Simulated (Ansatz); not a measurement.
# Mg3Zn2O: the cost of one run

Program: Ansatz 0.2.0. Level of theory: DFT PBE, scalar-relativistic, plane waves, PAW. These are calculated values, not measurements.

## (1) The starting structure

It takes space group P6/mmm (No. 191, hexagonal). The conventional cell has a = 5.553 Å, b = 5.553 Å, c = 3.178 Å, α = 90.00°, β = 90.00°, γ = 120.00°. Around Mg (site symmetry mmm) lie 4 Zn at 2.26 Å and 6 Mg at 2.78 to 3.18 Å and 4 O at 3.20 Å. Zn (site symmetry -6m2) is surrounded by 6 Mg at 2.26 Å and 5 Zn at 3.18 to 3.21 Å and 3 O at 3.21 Å. O (site symmetry 6/mmm) is surrounded by 2 O at 3.18 Å and 12 Mg at 3.20 Å and 6 Zn at 3.21 Å.

Structure file:

```
CELL_PARAMETERS angstrom
5.55274 0.00000 0.00000
-2.77637 4.80882 0.00000
0.00000 0.00000 3.17752
ATOMIC_POSITIONS crystal
Mg 0.50000 0.00000 0.50000
Mg 0.50000 0.50000 0.50000
Mg 0.00000 0.50000 0.50000
Zn 0.33333 0.66667 0.00000
Zn 0.66667 0.33333 0.00000
O 0.00000 0.00000 0.00000
```

A structure generator made this guess: species swapped into a database cell of SmB2Rh3 (P6/mmm, No. 191), with O on the Sm sites, Zn on the B sites and Mg on the Rh sites. The dimensions are guesses.

## (2) Probe: one point on a coarse mesh

File input.yaml:

```yaml
crystal:
  lattice:
    - [5.55274319, 0.0, 0.0]
    - [-2.7763716, 4.80881667, 0.0]
    - [0.0, 0.0, 3.17752228]
  atoms:
    - { symbol: Mg, position: [0.5, 0.0, 0.5] }
    - { symbol: Mg, position: [0.5, 0.5, 0.5] }
    - { symbol: Mg, position: [0.0, 0.5, 0.5] }
    - { symbol: Zn, position: [0.33333333, 0.66666667, 0.0] }
    - { symbol: Zn, position: [0.66666667, 0.33333333, 0.0] }
    - { symbol: O, position: [0.0, 0.0, 0.0] }
basis:
  ecutwfc: 420
kpoints:
  mp_grid: { grid: [6, 6, 6] }
hamiltonian:
  xc: pbe
scf:
  occupations: { method: gaussian, width: 0.1 }
  lower_state_search: "off"
output:
  forces: true
  stress: true
  eigenvalues: true
```

The run is started by

```bash
> ansatz run input.yaml --threads 1 --pin off --max-ram 2560MiB --backend cpu --events-out ev --progress --plain --runs-dir out
```

**Question.** How long does this run take on 1 thread of Intel Xeon at 2.50GHz (Skylake/Cascade Lake), shared host, and how much memory does it need?

About 10 s, with a peak of 0.4 GiB.
